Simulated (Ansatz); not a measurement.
**CH3NOSn: how energies converge with the basis set**

One table from this session's results is given with a row withheld; the runs are named, their logs left out.

Method: one geometry, several basis sets; program: Ansatz 0.2.0, Gaussian basis.

The runs, in order: PBE0-D4/def2-SVP; ωB97M-V/def2-SVP; PBE0-D4/def2-QZVPP; ωB97M-V/def2-QZVPP; the functionals' def2-TZVPP values are taken from earlier runs.

## The geometry

The geometry comes from an earlier relaxation with PBE0-D4 in a triple-zeta def2 set; it is a stationary point, not always the lowest conformer. Sn takes the def2 core potential; no spin-orbit term is included.

7 atoms, charge 0, spin multiplicity 1.

Atoms are counted from 1 here; the program's logs count them from 0.

Bond lengths: N1–C2 1.196 Å, N1–H5 1.003 Å, C2–O3 1.169 Å, Sn4–H6 1.770 Å, Sn4–H7 1.771 Å. Angles: C2–N1–H5 129.6°, N1–C2–O3 173.0°, H6–Sn4–H7 91.3°.

Set-up of the first run:

The input, in.yaml:

```yaml
crystal:
  periodic: [false, false, false]
  atoms:
    - {symbol: N, position_ang: [-0.654906, -2.275669, -0.592578]}
    - {symbol: C, position_ang: [-0.290446, -1.288635, -0.023513]}
    - {symbol: O, position_ang: [0.193888, -0.348724, 0.475284]}
    - {symbol: Sn, position_ang: [0.090132, 2.149433, -0.217953]}
    - {symbol: H, position_ang: [-1.547132, -2.734237, -0.569989]}
    - {symbol: H, position_ang: [0.461480, 2.482300, 1.479835]}
    - {symbol: H, position_ang: [1.808185, 1.947532, -0.596786]}
basis:
  gaussian: {orbitals: def2-SVP}
hamiltonian: {xc: pbe0, dispersion: d4}
output: {orbitals: {seedname: orbitals}}
```

Started as:

```bash
$ ansatz run in.yaml --threads 2 --pin off --events-out ev --progress --plain --max-ram 4352MiB
```

Steps of the session up to this table: PBE0-D4 in def2-SVP; ωB97M-V in def2-SVP; PBE0-D4 in def2-QZVPP; ωB97M-V in def2-QZVPP.

One of the session's tables, all rows but one given; the rest of the session is left out.

It belongs to the step «Density functionals: the series». 

| functional | basis | HOMO (eV) | LUMO (eV) |
| --- | --- | --- | --- |
| PBE0-D4 | def2-SVP | -5.93 | -1.70 |
| PBE0-D4 | def2-TZVPP | ? | ? |
| PBE0-D4 | def2-QZVPP | -6.05 | -1.85 |
| ωB97M-V | def2-SVP | -7.94 | 0.19 |
| ωB97M-V | def2-TZVPP | -8.09 | -0.09 |
| ωB97M-V | def2-QZVPP | -8.10 | -0.16 |

Estimate the missing values for PBE0-D4, def2-TZVPP.

As computed: HOMO (eV): -6.04; LUMO (eV): -1.84. In the column «HOMO (eV)» it lies between PBE0-D4, def2-QZVPP (-6.05) and PBE0-D4, def2-SVP (-5.93).
